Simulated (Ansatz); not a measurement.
**SnHClOF2 (SMILES [OH][Sn]([F])([F])[Cl]) at HF/STO-3G**

What is the energy change on altering one bond length of SnHClOF2 at HF/STO-3G? 

The calculation is run with Ansatz 0.2.0.

119 further runs of the same task are left out: 1 that didn't finish, 118 set aside as unsound or not needed. Runs told in other sessions of the task aren't counted.

**1. The system as given**

The species is SnHClOF2 (6 atoms), meant as a singlet with charge 0. As SMILES, `[OH][Sn]([F])([F])[Cl]`. Geometry: relaxed at PBE0-D4/def2-TZVP. This is one conformer, not always the lowest.

Bond lengths: O1–Sn2 1.922 Å, Sn2–F3 1.884 Å, Sn2–F4 1.892 Å, Sn2–Cl5 2.279 Å, O1–H6 0.962 Å. Angles: O1–Sn2–F3 106.5°, O1–Sn2–F4 110.4°, O1–Sn2–Cl5 114.9°, F3–Sn2–F4 106.2°, F3–Sn2–Cl5 110.3°, F4–Sn2–Cl5 108.2°, Sn2–O1–H6 113.6°.

**2. The energy at HF/STO-3G**

Input file in.yaml:

```yaml
crystal:
  periodic: [false, false, false]
  atoms:
    - {symbol: O, position_ang: [-0.464000, 0.283900, 1.476300]}
    - {symbol: Sn, position_ang: [0.252400, -0.175700, -0.247500]}
    - {symbol: F, position_ang: [1.982500, -0.856500, 0.056700]}
    - {symbol: F, position_ang: [-0.743300, -1.587100, -1.019700]}
    - {symbol: Cl, position_ang: [0.329400, 1.540600, -1.744400]}
    - {symbol: H, position_ang: [-1.315000, 0.730600, 1.432500]}
basis:
  gaussian:
    orbitals: STO-3G
total_charge: 0
hamiltonian:
  xc: hf
accuracy: high
output: {orbitals: {seedname: orbitals}}
```

Started as:

```sh
$ ansatz run in.yaml --threads 1 --pin off --max-ram 3480MiB --events-out events.jsonl --progress --plain --runs-dir runs
```

Log:

```text
Warning: RAYON_NUM_THREADS=1 ignored (pool sized by the plan → 1); use --threads N
Functional definition: HF
  name "HF"
  exchange = exact_x
  correlation = 0
1047 factors; integrals over basis functions are off by at most 6.9e-9 eV
mean field evaluation 1: about -181998.5422 eV, gradient 2.8e1 eV
mean field evaluation 2: about -181998.6406 eV, gradient 2.8e1 eV
mean field evaluation 4: about -182002.5857 eV, gradient 1.8e0 eV
mean field evaluation 8: about -182002.6025 eV, gradient 9.0e-5 eV
mean field -182002.60251521 eV, -6688.4722766390 hartree, gradient 8.2e-8 eV, S^2 0.000000; 0 other end points of the search recorded, 0 dependent functions left out
reference -182002.60251521 eV, -6688.4722766390 hartree; 47, 47 occupied and 5, 5 virtual orbitals, 1047 factors
Total energy: -182002.60251521 eV, -6688.4722766390 hartree
```

Wall time 1.2 s (1 thread of Arm Neoverse V2, shared host); peak memory 0.15 GiB.

**3. The distorted shape, same level**

Input file input.yaml:

```yaml
crystal:
  periodic: [false, false, false]
  atoms:
    - {symbol: O, position_ang: [0.216798, -0.073459, 1.511340]}
    - {symbol: Sn, position_ang: [0.933198, -0.533059, -0.212460]}
    - {symbol: F, position_ang: [2.663298, -1.213859, 0.091740]}
    - {symbol: F, position_ang: [-0.062502, -1.944459, -0.984660]}
    - {symbol: Cl, position_ang: [1.010198, 1.183241, -1.709360]}
    - {symbol: H, position_ang: [-1.315000, 0.730600, 1.432500]}
basis:
  gaussian:
    orbitals: STO-3G
hamiltonian:
  xc: hf
accuracy: high
output:
  orbitals: {seedname: orbitals}
```

Started as:

```sh
$ ansatz run input.yaml --threads 1 --pin off --max-ram 3480MiB --events-out events.jsonl --progress --plain --runs-dir runs
```

Log:

```text
Warning: RAYON_NUM_THREADS=1 ignored (pool sized by the plan → 1); use --threads N
[... 4 set-up lines as earlier in the session ...]
1046 factors; integrals over basis functions are off by at most 9.4e-9 eV
mean field evaluation 1: about -181990.4348 eV, gradient 3.3e1 eV
mean field evaluation 2: about -181990.5247 eV, gradient 3.3e1 eV
mean field evaluation 4: about -181996.7385 eV, gradient 3.8e0 eV
mean field evaluation 8: about -181996.8262 eV, gradient 5.3e-4 eV
mean field -181996.82615843 eV, -6688.2599994429 hartree, gradient 2.4e-8 eV, S^2 0.000000; 0 other end points of the search recorded, 0 dependent functions left out
reference -181996.82615843 eV, -6688.2599994429 hartree; 47, 47 occupied and 5, 5 virtual orbitals, 1046 factors
Total energy: -181996.82615843 eV, -6688.2599994429 hartree
```

It took 1.4 s on 1 thread of Arm Neoverse V2, shared host; peak memory 0.14 GiB.

**4. Summary of results**

At HF/STO-3G:

| quantity | value |
| --- | --- |
| first shape: total energy | -6688.47228 Eh |
| first shape: HOMO energy | -9.95 eV |
| first shape: LUMO energy | 6.98 eV |
| first shape: HOMO–LUMO gap | 16.93 eV |
| distorted shape: total energy | -6688.26000 Eh |
| distorted shape: HOMO energy | -9.19 eV |
| distorted shape: LUMO energy | 4.39 eV |
| distorted shape: HOMO–LUMO gap | 13.57 eV |
| energy change with the O1–H6 bond stretched from 0.962 to 1.732 Å | 5.776 eV |

**Reading.** With the O1–H6 bond stretched from 0.962 to 1.732 Å the energy rises by 5.78 eV (133 kcal/mol). The first shape isn't relaxed at this level, so the change isn't measured from a minimum. A restricted reference can't describe the breaking bond well at this length. The minimal basis adds a large error of its own. Relativity is left out (first shape) although the molecule holds a heavy atom. Relativity is left out (distorted shape) although the molecule holds a heavy atom.
